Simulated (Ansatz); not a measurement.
# AsH₄+ (singlet): from Hartree-Fock to the top rungs at a displaced geometry (v1), cc-pVTZ

An exercise on one series of results from a longer session: the logs are not shown, and one member is left open.

Method: cc-pVTZ, core rule «outside noble gas», up to 14 orbitals frozen; program: Ansatz 0.2.0, Gaussian basis.

Plan: UHF; CCSD(T) on RHF; BCCD(T) on RHF; CCSDT(Q) on RHF; CASSCF and NEVPT2, 8 electrons in 8 orbitals.

11 further runs of the same task are left out: 4 that didn't finish, 7 set aside as unsound or not needed. Runs told in other sessions of the task aren't counted.

### The geometry

The geometry is a PBE0/def2-TZVP stationary point (not a proven minimum) with its atoms shifted at random (size 0.040 Å). No spin-orbit coupling is included. The filled d shell of As may be among the frozen orbitals whatever the setting's name suggests.

5 atoms, charge 1, spin multiplicity 1.

Atoms are counted from 1 here; the program's logs count them from 0.

Bond lengths: As1–H2 1.474 Å, As1–H3 1.407 Å, As1–H4 1.526 Å, As1–H5 1.484 Å. Angles: H2–As1–H3 109.8°, H2–As1–H4 111.6°, H2–As1–H5 113.4°, H3–As1–H4 107.8°, H3–As1–H5 108.7°, H4–As1–H5 105.3°.

Coordinates:

```xyz
5
AsH4
As    0.00137   -0.00005    0.00210
H     0.85961    0.84561    0.85108
H    -0.81408   -0.81477    0.80886
H    -0.91236    0.83917   -0.88591
H     0.76493   -0.86630   -0.92997
```

Set-up of the first run:

Input file in.yaml:

```yaml
crystal:
  periodic: [false, false, false]
  atoms:
    - {symbol: As, position_ang: [0.001371, -0.000050, 0.002098]}
    - {symbol: H, position_ang: [0.859614, 0.845605, 0.851077]}
    - {symbol: H, position_ang: [-0.814084, -0.814766, 0.808864]}
    - {symbol: H, position_ang: [-0.912358, 0.839172, -0.885910]}
    - {symbol: H, position_ang: [0.764933, -0.866300, -0.929975]}
basis:
  gaussian: {orbitals: cc-pVTZ}
total_charge: 1
magnetization: {spin_polarized: true, initial_magnetization: 0}
hamiltonian: {xc: hf}
output: {orbitals: {seedname: orbitals}}
```

Run with:

```sh
> ansatz run in.yaml --threads 1 --pin off --events-out ev --progress --plain --max-ram 2393MiB
```

Steps of the session up to this table: UHF; CCSD(T) on RHF; BCCD(T) on RHF; CCSDT(Q) on RHF; CASSCF and NEVPT2, 8 electrons in 8 orbitals.

One of the session's tables, all rows but one given; the rest of the session is left out.

It belongs to the step «Misses and costs». 

```
        method  from RCCSDT(Q) (meV)
           RHF               +4961.2
          RMP2                +903.6
         RCCSD                     ?
      RCCSD(T)                 +21.2
       BCCD(T)                 +20.7
        RCCSDT                  +3.0
     RCCSDT(Q)                     0
CASSCF valence               +3252.6
NEVPT2 valence                +846.3
```

Estimate the missing values for RCCSD.

**Answer.** from RCCSDT(Q) (meV): +137.6. In the column «from RCCSDT(Q) (meV)» it lies between RCCSD(T) (+21.2) and NEVPT2 valence (+846.3).
